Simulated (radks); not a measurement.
**Ionisation of Os: one atom, several choices of exchange strength α**

An exercise on one series of results from a longer session: the logs are not shown, and one member is left open.

The numbers are computed with radks (a radial shooting solver on a logarithmic mesh, Libxc functionals) version 1 (Dirac Kohn-Sham, spin-unpolarised, spherical densities, finite nucleus; open shells are shared between the two j in proportion to 2j + 1), except any that are marked as measured or tabulated.

### What is computed

- element: osmium (Z = 76)
- charge: 0
- electrons: 76
- configuration: [Xe] 4f14 5d6 6s2
- ion: Os⁺, [Xe] 4f14 5d6 6s1
- choices: α = 0.586; α = 0.667; α = 0.8; α = 0.802; α = 0.825; α = 0.998

The outer shells:

Os
```
[Xe] core
4f [↑↓][↑↓][↑↓][↑↓][↑↓][↑↓][↑↓]
5d [↑↓][↑ ][↑ ][↑ ][↑ ]
6s [↑↓]
```

Os⁺
```
[Xe] core
4f [↑↓][↑↓][↑↓][↑↓][↑↓][↑↓][↑↓]
5d [↑↓][↑ ][↑ ][↑ ][↑ ]
6s [↑ ]
```

Set-up of the first run:

Input:

```text
Z 76
configuration [Xe] 4f14 5d6 6s2
relativity Dirac
functional xalpha 0.586
spin unpolarised
j_filling average
nucleus finite rms 5.4126 fm
c 137.035999084
```

Steps of the session up to this table: α = 0.586: Os.

One of the session's tables, all rows but one given; the rest of the session is left out.

It belongs to the step «α = 0.586: Os». Radial moments (bohr):

| level | <r> | outermost maximum (interpolated) | 90 % within | nodes |
| --- | --- | --- | --- | --- |
| 5s1/2 | 1.010 | 0.916 | 1.45 | 4 |
| 5p1/2 | 1.104 | 0.977 | 1.61 | 3 |
| 4f5/2 | 0.5571 | 0.404 | 0.911 | 0 |
| 4f7/2 | ? | ? | ? | ? |
| 5p3/2 | 1.208 | 1.06 | 1.76 | 3 |
| 5d3/2 | 1.821 | 1.35 | 2.91 | 2 |
| 6s1/2 | 3.074 | 2.51 | 4.63 | 5 |
| 5d5/2 | 1.919 | 1.40 | 3.10 | 2 |

Q: Estimate the row for 4f7/2 from the others.

As computed: <r>: 0.5655; outermost maximum (interpolated): 0.409; 90 % within: 0.926; nodes: 0. In the column «<r>» it lies between 4f5/2 (0.5571) and 5s1/2 (1.010).

To keep in mind: Spin polarisation and multiplet splitting are left out, so open shells lie too high by an amount that depends on their filling.
